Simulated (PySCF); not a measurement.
# C3H6O2Si: the cost of one run

The runs use PySCF 2.14.0, with density-fitted response routines of our own; the level of theory stands in each step. All values are computed, except where a source is named. Atoms are numbered from 0 throughout.

### 1 The molecule as given

12 atoms, charge 0, multiplicity 1; geometry from: GFN2-xTB. The atoms were then displaced at random by about 0.01 Å, so the start is not that level's minimum.

Bonds of the start (Å): C0–C1 1.34, C1–O2 1.34, O2–Si3 1.69, Si3–O4 1.64, O4–C5 1.40, C5–C0 1.46, C0–H6 1.08, C1–H7 1.08, Si3–H8 1.46, Si3–H9 1.43, C5–H10 1.11, C5–H11 1.09.

### 2 Geometry optimisation at PBE0-D3(BJ)/def2-SVP

The job: settings as JSON, then the geometry in Å.

```
{"job": {"xc": "PBE0", "basis": "def2-SVP", "d3": "d3bj", "grid": 1, "shake": 0.01, "kind": "geom"}, "charge": 0, "multiplicity": 1}
C     -1.260270    -0.227850    -0.152970
C     -0.990620     1.077020    -0.025060
O      0.237160     1.585540     0.116760
Si     1.599360     0.599930     0.241720
O      1.018110    -0.938940     0.241670
C     -0.274340    -1.303120    -0.155360
H     -2.296100    -0.511230    -0.276900
H     -1.729680     1.857940    -0.027080
H      2.169790     0.815600     1.566040
H      2.371900     0.867010    -0.926290
H     -0.608630    -2.102980     0.541190
H     -0.196980    -1.747180    -1.152760
```

Command:

```console
$ OMP_NUM_THREADS=1 python probes_run.py task.json out
```

This one command runs all jobs of the session in turn.

**Question.** How long does this first job take on 1 thread of Arm Neoverse N1, shared host, and how much memory does it need?

About 89 s, with a peak of 0.49 GiB.
